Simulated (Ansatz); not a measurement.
# NbTe7: the cost of one run

Program: Ansatz 0.2.0. Level of theory: DFT PBE, scalar-relativistic, plane waves, PAW, unless a step names another level. These are calculated values, not measurements.

18 further runs of the same task are left out: 5 that didn't finish, 13 set aside as unsound or not needed. Runs told in other sessions of the task aren't counted.

### 1 Plan

Pauling electronegativities: Nb 1.60, Te 2.10 (spread 0.50). No set of common oxidation states balances it. Tabulated atomic sizes suggest about 31 Å³/atom. 28 candidates were drawn, by swapping species into database cells of other compounds, at random by space group and Wyckoff sites, or by hand, as the table says:

```
name               made from  space group no.             Wyckoff sites  atoms (primitive cell)  V (Å³/atom)
 c01                  random               65      Nb 2d; Te 8m, 4g, 2b                       8         32.3
 c02                  random              164      Nb 1b; Te 3f, 2d, 2c                       8         31.4
 c03                  random              156      Nb 1b; Te 3d, 3d, 1b                       8         38.8
 c04  database cell of Mg7Sn              187      Nb 1a; Te 3j, 3k, 1d                       8         39.3
 c05                  random               69     Nb 4a; Te 16j, 8g, 4b                       8         37.6
 c06                  random              189          Nb 1a; Te 3f, 4h                       8         38.4
 c07                  random              221          Nb 1b; Te 6e, 1a                       8         39.6
 c08  database cell of Si7Ge              215          Nb 1a; Te 4e, 3c                       8         41.9
 c09                  random              191          Nb 1b; Te 6m, 1a                       8         35.1
 c10                  random              221          Nb 1a; Te 6e, 1b                       8         39.8
 c11                  random              225         Nb 4b; Te 24e, 4a                       8         34.7
 c12  database cell of Fe7Co              229          Nb 2a; Te 6b, 8c                       8         33.0
 c13                  random               99      Nb 1b; Te 4f, 2c, 1b                       8         36.4
 c14                  random              139      Nb 2a; Te 8g, 4e, 2b                       8         34.4
 c15  database cell of Mg7Bi              187      Nb 1b; Te 3k, 3j, 1e                       8         40.3
 c16                  random              216         Nb 4c; Te 24f, 4a                       8         36.6
 c17                  random              160         Nb 3a; Te 18c, 3a                       8         36.8
 c18  database cell of CuPt7              225         Nb 4b; Te 4a, 24d                       8         30.7
 c19                  random               69  Nb 4a; Te 8d, 8f, 4b, 8i                       8         36.9
 c20                  random              189      Nb 1a; Te 3g, 3f, 1b                       8         39.6
 c21  database cell of CuPt7              225         Nb 4a; Te 4b, 24d                       8         30.4
 c22                  random              216         Nb 4b; Te 24f, 4d                       8         36.8
 c23  database cell of Mg7Al              187      Nb 1a; Te 3j, 3k, 1f                       8         41.3
 c24                  random              191          Nb 1a; Te 6j, 1b                       8         37.0
 c25                  random              191      Nb 1b; Te 3f, 3g, 1a                       8         31.7
 c26                  random              187          Nb 1f; Te 6m, 1d                       8         31.7
 c27                  random              216         Nb 4c; Te 4d, 24f                       8         38.5
 c28                  random               65  Nb 2d; Te 4h, 4e, 4j, 2b                       8         35.0
```

### 2 Screening run of c02

File input.yaml:

```yaml
crystal:
  lattice:
    - [6.16807711, 0.0, 0.0]
    - [-3.08403856, 5.34171147, 0.0]
    - [0.0, 0.0, 7.61605677]
  atoms:
    - { symbol: Nb, position: [0.0, 0.0, 0.5] }
    - { symbol: Te, position: [0.5, 0.0, 0.5] }
    - { symbol: Te, position: [0.0, 0.5, 0.5] }
    - { symbol: Te, position: [0.5, 0.5, 0.5] }
    - { symbol: Te, position: [0.33333333, 0.66666667, 0.85299668] }
    - { symbol: Te, position: [0.66666667, 0.33333333, 0.14700332] }
    - { symbol: Te, position: [0.0, 0.0, 0.17386092] }
    - { symbol: Te, position: [0.0, 0.0, 0.82613908] }
basis:
  ecutwfc: 420
kpoints:
  mp_grid: { grid: [3, 3, 2] }
hamiltonian:
  xc: pbe
scf:
  occupations: { method: gaussian, width: 0.2 }
  lower_state_search: "off"
output:
  forces: true
  stress: true
  eigenvalues: true
relax:
  adjacent_minimum: "off"
  f_tol: 0.08
  max_steps: 16
  cell: { stress_tol: 0.8 }
```

The run is started by

```
$ ansatz run input.yaml --threads 1 --pin off --max-ram 2560MiB --backend cpu --events-out ev --progress --plain --runs-dir out
```

What time and memory should one allow on 1 thread of Intel Xeon Platinum 8259CL at 2.50GHz (Skylake/Cascade Lake), shared host?

About 50 s, with a peak of 0.63 GiB.
